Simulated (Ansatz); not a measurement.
The system is SbAs.

```
Sb As
1.0
     2.03271    1.17359    3.71659
    -2.03271    1.17359    3.71659
     0.00000   -2.34718    3.71659
Sb As
1 1
Cartesian
  0.0000 0.0000 8.5954
  0.0000 0.0000 2.5544
```

The cell is a database's computed one.

* Program: Ansatz 0.2.0
* Task: relaxation of cell and atoms
* Functional: revPBE
* Potentials or basis: all-electron LAPW, scalar-relativistic
* Basis error allowed: 0.001 eV/atom
* k mesh: 8 × 8 × 8
* Occupations: fermi-dirac, width 0.05 eV
* Spin: no spin polarisation

At the start: volume 26.60 Å³/atom.

Question: How do energy, volume and symmetry change on relaxing?

Answer: Over 7 steps the energy falls by 6.7 meV/atom and the volume is 27.71 Å³/atom (+4.2 %); space group R3m (No. 160, to 0.05 Å).

Step by step:
```csv
step,energy change (eV),largest force (eV/Å),volume (Å³)
1,0.0000,0.1839,53.20
2,-0.0047,0.1623,56.83
3,-0.0133,0.0152,55.34
4,-0.0134,0.0053,55.28
5,-0.0135,0.0130,55.43
6,-0.0135,0.0019,55.42
7,-0.0135,0.0019,55.42
```

Final structure:
```
Sb As
1.0
     2.05725    1.18775    3.78014
    -2.05725    1.18775    3.78014
     0.00000   -2.37551    3.78014
Sb As
1 1
Direct
  0.77137 0.77137 0.77137
  0.22863 0.22863 0.22863
```
